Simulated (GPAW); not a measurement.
Crystal: HfB.

```
Hf B
1.0
     3.26683    0.00000    0.00000
     1.63342    2.82916    0.00000
     1.63342    0.94305    2.66736
Hf B
1 1
Direct
  0.50000 0.50000 0.50000
  0.00000 0.00000 0.00000
```

The cell isn't the ideal one: the cell as VASP's run set it.

Base run:

```yaml
Program: GPAW 26.7.0
Functional: PBEsol
Potentials_or_basis: PAW data sets generated in the run's folder for this functional
Cutoff: 800 eV
Basis: pw
k_mesh: 10 × 10 × 10
Occupations: gaussian, width 0.1 eV
Spin: no spin polarisation
```

Its results: band gap on the k mesh none (metal or under the smearing width); pressure 25.5 GPa.

Question: The run is repeated on the same cell with these changes: functional from PBEsol to LDA; potentials or basis from PAW data sets generated in the run's folder for this functional to the program's PAW data sets (release 1.2.1) made for this functional. What comes out?

Answer: Band gap on the k mesh none (metal or under the smearing width); pressure 19.7 GPa.

Caveats: so large a pressure means that the cell lies far from this level's equilibrium, or that cutoff or potentials fall short.

Not every run made on this cell is shown here.
